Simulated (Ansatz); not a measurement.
# MoHO+ (triplet): wave-function methods side by side, def2-QZVPP

An exercise on one series of results from a longer session: the logs are not shown, and one member is left open.

Computed with Ansatz 0.2.0, Gaussian basis. Level: def2-QZVPP, core rule «outside noble gas», up to 5 orbitals frozen.

The runs, in order: UHF; ROHF; CCSD(T) on UHF.

## The geometry

The geometry is a PBE0/def2-TZVP stationary point (not a proven minimum) of the parent state, kept for this charge and spin. No spin-orbit coupling is included. Elements past krypton take def2 core potentials.

3 atoms, charge 1, spin multiplicity 3.

Atoms are counted from 1 here; the program's logs count them from 0.

Bond lengths: Mo1–O2 1.664 Å, Mo1–H3 1.736 Å. Angles: O2–Mo1–H3 119.1°.

The first run:

in.yaml

```yaml
crystal:
  periodic: [false, false, false]
  atoms:
    - {symbol: Mo, position_ang: [0.000000, -0.034652, 0.225883]}
    - {symbol: O, position_ang: [0.000000, 0.119816, -1.430599]}
    - {symbol: H, position_ang: [0.000000, 1.396431, 1.207924]}
basis:
  gaussian: {orbitals: "def2-QZVPP.json"}
total_charge: 1
magnetization: {spin_polarized: true, initial_magnetization: 2}
hamiltonian: {xc: hf}
output: {orbitals: {seedname: orbitals}}
```

Launch:

```console
$ ansatz run in.yaml --threads 1 --pin off --events-out ev --progress --plain --max-ram 4096MiB --backend cpu
```

Among the steps run: UHF; ROHF; CCSD(T) on UHF.

One table of the session follows, with a row left open; its other results are not shown here.

It belongs to the step «Misses and costs». 

```
  method  from UCCSD(T) (meV)
    ROHF             +12955.4
     UHF                    ?
    UMP2              +1554.1
   UCCSD               +757.4
UCCSD(T)                    0
```

**Question.** Estimate the row for UHF.

The run gave: from UCCSD(T) (meV): +12340.6. In the column «from UCCSD(T) (meV)» it lies between UMP2 (+1554.1) and ROHF (+12955.4).

The program flags UCCSD(T) as in doubt (see the logs), so the zero of the table is itself unsure.

To keep in mind: The determinant of HF (⟨S²⟩ 2.60) is far from a pure spin state, so its energy mixes those of several spin states; that is harmless only where they are near-degenerate. The determinant of CCSD(T) (⟨S²⟩ 2.60) is far from a pure spin state, so its energy mixes those of several spin states; high orders of coupled cluster remove much of that, low ones don't. The program flags UCCSD(T) as in doubt, so the zero of the table is itself unsure.
